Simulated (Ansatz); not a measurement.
**BFH3In: one species, many methods**

The task here is to estimate one member of a computed series from the others.

Program: Ansatz 0.2.0, Gaussian basis. Level of theory: functionals in def2-TZVPP, the program's frozen cores in correlated methods. These are calculated values, not measurements.

Levels to be run: LDA (SPW92), PBE-D4, revPBE-D4, BLYP-D4, r2SCAN-D4, B97M-V, PBE0-D4, B3LYP-D4, r2SCANh-D4, r2SCAN0-D4, HSE06-D4, BHLYP-D4, CAM-B3LYP-D4, LC-ωPBE, ωB97X-V, ωB97M-V, B2PLYP, PBE-QIDH; CCSD(T)/def2-SVP; CCSD(T)/def2-TZVPP; MP2/def2-QZVPP; extrapolation to the limit; RPA on PBE.

**The relaxed structure**

All runs share one geometry, relaxed beforehand with PBE0-D4 in a triple-zeta def2 set. In takes the def2 core potential; no spin-orbit term is included.

SMILES `[BH2][InH][F]`, 6 atoms, charge 0, spin multiplicity 1.

Atoms are counted from 1 here; the program's logs count them from 0.

Bond lengths: B1–In2 2.239 Å, B1–H4 1.194 Å, B1–H5 1.194 Å, In2–F3 1.974 Å, In2–H6 1.711 Å. Angles: In2–B1–H4 121.0°, In2–B1–H5 121.0°, H4–B1–H5 118.0°, B1–In2–F3 108.0°, B1–In2–H6 143.9°, F3–In2–H6 108.1°.

Set-up of the first run:

in.yaml reads:

```yaml
crystal:
  periodic: [false, false, false]
  atoms:
    - {symbol: B, position_ang: [-0.845062, 0.242968, -0.893830]}
    - {symbol: In, position_ang: [0.534743, -0.048082, 0.845226]}
    - {symbol: F, position_ang: [1.969932, -1.281651, 0.283593]}
    - {symbol: H, position_ang: [-1.779911, -0.480151, -1.065225]}
    - {symbol: H, position_ang: [-0.655601, 1.112272, -1.690573]}
    - {symbol: H, position_ang: [0.817899, 0.390646, 2.474510]}
basis:
  gaussian: {orbitals: def2-TZVPP}
hamiltonian: {xc: lda}
output: {orbitals: {seedname: orbitals}}
```

Command:

```console
ansatz run in.yaml --threads 2 --pin off --events-out ev --progress --plain --max-ram 4352MiB
```

Steps of the session up to this table: LDA; PBE-D4 (GGA); revPBE-D4 (GGA); BLYP-D4 (GGA); r2SCAN-D4 (meta-GGA); B97M-V (meta-GGA); PBE0-D4 (hybrid); B3LYP-D4 (hybrid); r2SCANh-D4 (hybrid); r2SCAN0-D4 (hybrid); HSE06-D4 (hybrid); BHLYP-D4 (hybrid); CAM-B3LYP-D4 (range-separated); LC-ωPBE (range-separated); ωB97X-V (range-separated); ωB97M-V (range-separated); B2PLYP (double hybrid); PBE-QIDH (double hybrid).

One table of the session follows, with a row left open; its other results are not shown here.

```
  functional  HOMO (eV)  LUMO (eV)  gap (eV)
 LDA (SPW92)      -6.80      -4.15      2.64
      PBE-D4      -6.64      -3.84      2.81
   revPBE-D4      -6.58      -3.71      2.88
     BLYP-D4      -6.54      -3.68      2.87
   r2SCAN-D4          ?          ?         ?
      B97M-V      -6.99      -3.55      3.44
     PBE0-D4      -7.87      -2.82      5.05
    B3LYP-D4      -7.68      -3.04      4.64
  r2SCANh-D4      -7.38      -3.12      4.26
  r2SCAN0-D4      -8.05      -2.62      5.43
    HSE06-D4      -7.47      -3.20      4.27
    BHLYP-D4      -8.96      -1.78      7.18
CAM-B3LYP-D4      -9.19      -1.71      7.48
     LC-ωPBE     -10.49      -0.48     10.00
     ωB97X-V     -10.14      -0.60      9.54
     ωB97M-V      -9.99      -0.88      9.11
```

**Question.** Estimate the row for r2SCAN-D4.

Worked estimate for «HOMO (eV)». Against the share of exact exchange, r2SCANh-D4 (0.1, -7.38), r2SCAN0-D4 (0.25, -8.05) give a slope of -4.47 per unit share; at 0 the line stands at -6.93.

**Answer.** HOMO (eV): -6.92; LUMO (eV): -3.46; gap (eV): 3.46. In «HOMO (eV)» the line misses by -0.01.

To keep in mind: All levels share the lack of spin-orbit coupling, which lowers the free heavy atoms and so the true binding.
